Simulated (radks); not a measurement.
**Xe²⁺ in [Kr] 4d10 5s2 5p4: an all-electron calculation**

Wanted: eigenvalues, radial structure and energy terms of the xenon ion Xe2+.

The numbers are computed with radks (a radial shooting solver on a logarithmic mesh, Libxc functionals) version 1 (scalar-relativistic Kohn-Sham, PBE, spin-polarised, spherical densities, finite nucleus; open shells are filled with parallel spins first), except any that are marked as measured or tabulated.

**1. The system**

- element: xenon (Z = 54)
- charge: +2
- electrons: 52
- configuration: [Kr] 4d10 5s2 5p4
- nuclear rms radius: 4.7859 fm

Outer shells as boxes (Hund's rule):

Xe²⁺
```
[Kr] core
4d [↑↓][↑↓][↑↓][↑↓][↑↓]
5s [↑↓]
5p [↑↓][↑ ][↑ ]
```

**2. Self-consistent calculation**

Input:

```text
Z 54
configuration [Kr] 4d10 5s2 5p4
relativity scalar-relativistic
functional pbe,pbe
spin polarised
nucleus finite rms 4.7859 fm
c 137.035999084
```

Launch:

```sh
$ python run_ks.py task.json out
```

All runs below come from this command, one after another.

What does the calculation give?

**Answer**, as computed:

| quantity | value |
| --- | --- |
| total energy | -7445.80758 hartree |
| exchange-correlation share of it | 2.50 % |
| −T/E | 1.0515 |
| highest occupied level | 5p down, -25.686 eV |
| most extended occupied level | 5p down, <r> = 2.10 bohr |
| radius at density 0.001 e/bohr³ | 3.86 bohr |
| maxima of the radial density | 4 |
| ionisation energy, NIST | 31.05 (semi-emp.) eV |

The radial density shows 4 maxima for 5 occupied principal shells; where shells overlap, one shows as a shoulder or not at all. Relativity lifts −T/E to 1.052. The top level binds by 25.686 eV, 83 % of the NIST ionisation energy of 31.05 eV; the potential of a semilocal functional falls off too fast, so its top eigenvalue is too shallow. Open shells are spherical and high-spin; term and fine-structure splittings are not resolved. Spin-orbit splitting is averaged out at the scalar-relativistic level.
